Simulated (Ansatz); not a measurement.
**CH₆BGaTe: basis-set convergence**

How large a basis does CH₆BGaTe need? Two functionals are run in growing sets.

Computed with Ansatz 0.2.0, Gaussian basis. Level: one geometry, several basis sets.

The runs, in order: PBE0-D4/def2-SVP; ωB97M-V/def2-SVP; PBE0-D4/def2-QZVPP; ωB97M-V/def2-QZVPP; the functionals' def2-TZVPP values are taken from earlier runs.

**1. The relaxed structure**

All runs share one geometry, relaxed beforehand with PBE0-D4 in a triple-zeta def2 set. Te takes the def2 core potential; no spin-orbit term is included.

SMILES `C[B]([GaH2])[TeH]`, 10 atoms, charge 0, spin multiplicity 1.

Atoms are counted from 1 here; the program's logs count them from 0.

Bond lengths: C1–B2 1.568 Å, C1–H5 1.097 Å, C1–H6 1.097 Å, C1–H7 1.092 Å, B2–Ga3 2.087 Å, B2–Te4 2.125 Å, Ga3–H8 1.577 Å, Ga3–H9 1.577 Å, Te4–H10 1.665 Å. Angles: B2–C1–H5 109.8°, B2–C1–H6 109.8°, B2–C1–H7 115.3°, H5–C1–H6 105.2°, H5–C1–H7 108.1°, H6–C1–H7 108.1°, C1–B2–Ga3 122.5°, C1–B2–Te4 121.0°, Ga3–B2–Te4 116.6°, B2–Ga3–H8 122.0°, B2–Ga3–H9 122.3°, H8–Ga3–H9 115.7°, B2–Te4–H10 96.7°.

Coordinates:

```
C    -0.18529    1.33509   -0.04591
B     0.04511   -0.20296   -0.24434
Ga    0.14679   -1.53713    1.35771
Te    0.26538   -1.03360   -2.18790
H     0.60384    1.75002    0.59316
H    -1.11901    1.50327    0.50456
H    -0.22224    1.92335   -0.96535
H    -1.13936   -2.23586    1.94596
H     1.50730   -1.89545    2.07078
H     0.09750    0.39328   -3.02867
```

**2. PBE0-D4 in def2-SVP**

Contents of in.yaml:

```yaml
crystal:
  periodic: [false, false, false]
  atoms:
    - {symbol: C, position_ang: [-0.185287, 1.335095, -0.045914]}
    - {symbol: B, position_ang: [0.045111, -0.202964, -0.244336]}
    - {symbol: Ga, position_ang: [0.146786, -1.537134, 1.357706]}
    - {symbol: Te, position_ang: [0.265376, -1.033602, -2.187900]}
    - {symbol: H, position_ang: [0.603838, 1.750015, 0.593160]}
    - {symbol: H, position_ang: [-1.119010, 1.503270, 0.504561]}
    - {symbol: H, position_ang: [-0.222238, 1.923355, -0.965352]}
    - {symbol: H, position_ang: [-1.139360, -2.235858, 1.945964]}
    - {symbol: H, position_ang: [1.507299, -1.895449, 2.070782]}
    - {symbol: H, position_ang: [0.097496, 0.393283, -3.028670]}
basis:
  gaussian: {orbitals: def2-SVP}
hamiltonian: {xc: pbe0, dispersion: d4}
output: {orbitals: {seedname: orbitals}}
```

Run with:

```sh
$ ansatz run in.yaml --threads 4 --pin off --events-out ev --progress --plain --max-ram 10444MiB
```

After this run come: ωB97M-V in def2-SVP; PBE0-D4 in def2-QZVPP; ωB97M-V in def2-QZVPP.

Q: Predict the results of all the runs planned. Wanted: PBE0-D4: double and triple zeta above quadruple; ωB97M-V: double and triple zeta above quadruple.

As calculated:

| quantity | value |
| --- | --- |
| PBE0-D4: double and triple zeta above quadruple | 10.26, 1.34 eV |
| ωB97M-V: double and triple zeta above quadruple | 10.37, 1.31 eV |

PBE0-D4 gains 8.92 eV from double to triple zeta, then 1.34 eV more. Total energies overstate the basis error of differences, where much of it tends to cancel.
